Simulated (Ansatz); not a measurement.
# C₂H₄AlN: how energies converge with the basis set

The task here is to estimate one member of a computed series from the others.

The runs use Ansatz 0.2.0, Gaussian basis; one geometry, several basis sets.

Levels to be run: PBE0-D4/def2-SVP; ωB97M-V/def2-SVP; PBE0-D4/def2-QZVPP; ωB97M-V/def2-QZVPP; the functionals' def2-TZVPP values are taken from earlier runs.

1 further run of the same task is left out (it didn't finish).

### The geometry

All runs share one geometry, relaxed beforehand with PBE0-D4 in a triple-zeta def2 set.

8 atoms, charge 0, spin multiplicity 1.

Atoms are counted from 1 here; the program's logs count them from 0.

Bond lengths: C1–C2 1.210 Å, C1–H5 1.067 Å, C2–Al3 1.908 Å, Al3–N4 1.761 Å, Al3–H6 1.576 Å, N4–H7 1.007 Å, N4–H8 1.007 Å. Angles: C2–C1–H5 180.0°, C1–C2–Al3 178.8°, C2–Al3–N4 117.4°, C2–Al3–H6 122.6°, N4–Al3–H6 120.0°, Al3–N4–H7 124.6°, Al3–N4–H8 124.9°, H7–N4–H8 110.5°.

The first run:

Input file in.yaml:

```yaml
crystal:
  periodic: [false, false, false]
  atoms:
    - {symbol: C, position_ang: [1.086520, 1.958167, -1.131732]}
    - {symbol: C, position_ang: [0.551279, 1.162973, -0.392639]}
    - {symbol: Al, position_ang: [-0.292767, -0.063630, 0.799900]}
    - {symbol: N, position_ang: [-0.635574, -1.680102, 0.191089]}
    - {symbol: H, position_ang: [1.558191, 2.658593, -1.783391]}
    - {symbol: H, position_ang: [-0.681870, 0.320361, 2.277869]}
    - {symbol: H, position_ang: [-0.417713, -1.999818, -0.738763]}
    - {symbol: H, position_ang: [-1.075966, -2.413644, 0.721870]}
basis:
  gaussian: {orbitals: def2-SVP}
hamiltonian: {xc: pbe0, dispersion: d4}
output: {orbitals: {seedname: orbitals}}
```

Command:

```
ansatz run in.yaml --threads 2 --pin off --events-out ev --progress --plain --max-ram 4352MiB
```

Among the steps run: PBE0-D4 in def2-SVP; ωB97M-V in def2-SVP; PBE0-D4 in def2-QZVPP; ωB97M-V in def2-QZVPP.

One of the session's tables, all rows but one given; the rest of the session is left out.

```
functional       basis  HOMO (eV)
   PBE0-D4    def2-SVP      -7.38
   PBE0-D4  def2-TZVPP      -7.56
   PBE0-D4  def2-QZVPP          ?
   ωB97M-V    def2-SVP      -9.73
   ωB97M-V  def2-TZVPP      -9.92
   ωB97M-V  def2-QZVPP      -9.97
```

**Question.** Estimate the row for PBE0-D4, def2-QZVPP.

The run gave: HOMO (eV): -7.60. In the column «HOMO (eV)» it lies between ωB97M-V, def2-SVP (-9.73) and PBE0-D4, def2-TZVPP (-7.56).
